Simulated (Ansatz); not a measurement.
# The Zr-Au system: small convex hull from a Python script

Wanted for the Zr-Au system: a small convex hull.

The COD entry's cell or inner coordinates are ideal or old and differ from later refinements, so a difference from it is no clean test against experiment.

All numbers are computed with the Python package of Ansatz 0.2.0. Level of theory: DFT PBEsol, plane waves, PAW.

## 1. The system

Zr3Au Pm-3n: It takes space group Pm-3n (No. 223, cubic). Conventional cell: a = 5.486 Å, b = 5.486 Å, c = 5.486 Å, α = 90.00°, β = 90.00°, γ = 90.00°. Zr (site symmetry -4m2) is surrounded by 2 Zr at 2.74 Å and 4 Au at 3.07 Å. Au (site symmetry m-3) is surrounded by 12 Zr at 3.07 Å.

ZrAu P4/mmm: It takes space group P4/mmm (No. 123, tetragonal). Conventional cell: a = 3.166 Å, b = 3.166 Å, c = 3.918 Å, α = 90.00°, β = 90.00°, γ = 90.00°. Zr (site symmetry 4/mmm) has 8 Au at 2.97 Å and 4 Zr at 3.17 Å as nearest neighbours. Au (site symmetry 4/mmm) is surrounded by 8 Zr at 2.97 Å and 4 Au at 3.17 Å.

Zr P6_3/mmc: Symmetry: P6_3/mmc, No. 194, hexagonal system. Conventional cell: a = 3.232 Å, b = 3.232 Å, c = 5.147 Å, α = 90.00°, β = 90.00°, γ = 120.00°. Zr (site symmetry -6m2) is surrounded by 12 Zr at 3.18 to 3.23 Å.

Au Fm-3m: It takes space group Fm-3m (No. 225, cubic). The conventional cell has a = 4.070 Å, b = 4.070 Å, c = 4.070 Å, α = 90.00°, β = 90.00°, γ = 90.00°. Au (site symmetry m-3m) is surrounded by 12 Au at 2.88 Å.

No structure file is read: the coordinates are typed or built in the script.

## 2. The script

Input file run_hull.py:

```python
"""Stability of Zr-Au compounds against each other, after relaxing atoms and volume at fixed cell shape."""

from collections import Counter
import warnings

import ansatz as az
import matplotlib.pyplot as plt
from pymatgen.analysis.phase_diagram import PDEntry, PhaseDiagram
from pymatgen.core import Composition

PHASES = {
    "Zr3Au Pm-3n": (
        [[5.486, 0.0, 0.0], [0.0, 5.486, 0.0], [0.0, 0.0, 5.486]],
        [
            ("Zr", [0.25, 0.0, 0.5]),
            ("Zr", [0.5, 0.75, 0.0]),
            ("Zr", [0.75, 0.0, 0.5]),
            ("Zr", [0.5, 0.25, 0.0]),
            ("Zr", [0.0, 0.5, 0.75]),
            ("Zr", [0.0, 0.5, 0.25]),
            ("Au", [0.0, 0.0, 0.0]),
            ("Au", [0.5, 0.5, 0.5]),
        ],
    ),
    "ZrAu P4/mmm": (
        [[3.16565572, 0.0, 0.0], [0.0, 3.16565572, 0.0], [0.0, 0.0, 3.91754428]],
        [
            ("Zr", [0.0, 0.0, 0.0]),
            ("Au", [0.5, 0.5, 0.5]),
        ],
    ),
    "Zr": (
        [[3.232, 0.0, 0.0], [-1.616, 2.7989941, 0.0], [0.0, 0.0, 5.147]],
        [
            ("Zr", [1 / 3, 2 / 3, 0.25]),
            ("Zr", [2 / 3, 1 / 3, 0.75]),
        ],
    ),
    "Au": (
        [[0.0, 2.035, 2.035], [2.035, 0.0, 2.035], [2.035, 2.035, 0.0]],
        [
            ("Au", [0.0, 0.0, 0.0]),
        ],
    ),
}


def build(vectors, sites):
    crystal = az.Crystal(lattice=az.Lattice.of(vectors))
    for symbol, position in sites:
        crystal = crystal.atom(symbol, position)
    return crystal


def solve(name, crystal):
    calc = (
        crystal.calculation()
        .functional("PBEsol")
        .scf(tolerance=1e-07)
        .basis(500)  # plane waves up to this kinetic energy
        .kpoints(spacing=0.27)  # the mesh must be finer for metals
        .occupations("gaussian", width=0.1)
    )
    calc = calc.relax(force_tolerance=0.02, fix_cell=["shape"])
    return calc.run(threads=1)


def counts(outcome):
    return Counter(site.symbol for site in outcome.lattice.sites)

warnings.simplefilter("ignore", az.DeckWarning)

phases = {name: build(*cell) for name, cell in PHASES.items()}

done = {name: solve(name, crystal) for name, crystal in phases.items()}

entries = [PDEntry(Composition(dict(counts(o))), o.report["energy_sigma0_ev"], name=name) for name, o in done.items()]
diagram = PhaseDiagram(entries)
rows = [(e.name, e.composition.get_atomic_fraction("Au"), diagram.get_form_energy_per_atom(e), diagram.get_e_above_hull(e)) for e in entries]
rows.sort(key=lambda row: row[1])
print("     phase       x(Au)  E_form (eV/atom)  above hull (eV/atom)")
for row in rows:
    print(f"{str(row[0]):>10}  {row[1]:10.3f}  {row[2]:16.4f}  {row[3]:20.4f}")
print("on the hull of these phases:", ", ".join(row[0] for row in rows if row[3] < 1e-6))
stable = [row for row in rows if row[3] < 1e-6]
plt.figure(figsize=(4.5, 3.2))
plt.plot([row[1] for row in stable], [row[2] for row in stable], "k-o")
plt.plot([row[1] for row in rows], [row[2] for row in rows], "r.")
plt.xlabel("fraction of Au")
plt.ylabel("formation energy (eV/atom)")
plt.tight_layout()
plt.savefig("hull.png", dpi=100)
```

## 3. What the engine is handed

The package turns the script's settings into the engine's input (first run):

```yaml
crystal:
  lattice:
    - [5.486, 0.0, 0.0]
    - [0.0, 5.486, 0.0]
    - [0.0, 0.0, 5.486]
  atoms:
    - { symbol: Zr, position: [0.25, 0.0, 0.5] }
    - { symbol: Zr, position: [0.5, 0.75, 0.0] }
    - { symbol: Zr, position: [0.75, 0.0, 0.5] }
    - { symbol: Zr, position: [0.5, 0.25, 0.0] }
    - { symbol: Zr, position: [0.0, 0.5, 0.75] }
    - { symbol: Zr, position: [0.0, 0.5, 0.25] }
    - { symbol: Au, position: [0.0, 0.0, 0.0] }
    - { symbol: Au, position: [0.5, 0.5, 0.5] }
basis:
  ecutwfc: 500.0
kpoints:
  mp_grid:
    kspacing: 0.27
hamiltonian:
  xc: pbesol
scf:
  convergence:
    dr2_threshold: 1.0e-07
  occupations:
    method: gaussian
    width: 0.1
relax:
  f_tol: 0.02
  cell:
    fix: [shape]
```

## 4. The run

Started as:

```bash
> python run_hull.py
```

Q: Predict the main results. Wanted: on the hull of these phases; energy of Zr3Au; energy of ZrAu.

The runs gave:

```
                                 quantity                             value
              on the hull of these phases  Zr, Zr3Au Pm-3n, ZrAu P4/mmm, Au
                            runs compared                                 4
energy of Zr3Au (run 1) from the elements                     -405 meV/atom
 energy of ZrAu (run 2) from the elements                     -527 meV/atom
```

**Reading.** Among these few phases the hull runs through Zr, Zr3Au Pm-3n, ZrAu P4/mmm, Au; other phases, not tried, may lie lower. ZrAu lies 527 meV/atom below its elements, the most of the cells tried. In run 1, over 2 moves the cell shrank by 2.1 % in volume, and the space group stayed Pm-3n. In run 4, the volume grew by 1.2 % over 2 moves, and the space group stayed Fm-3m. Notes:
- The run is spin-unpolarised.
- The program warned that this SCF threshold is loose for forces or stresses.
- Atoms and volume are relaxed with the cell's shape held, which in cells of lower than cubic symmetry can hide stresses and shift volumes.
- Spin-orbit coupling, which matters for elements this heavy, is left out.
- Differences under about 40 meV an atom lie within the error of mesh and functional, so such verdicts may flip; only the cells listed enter the hull.
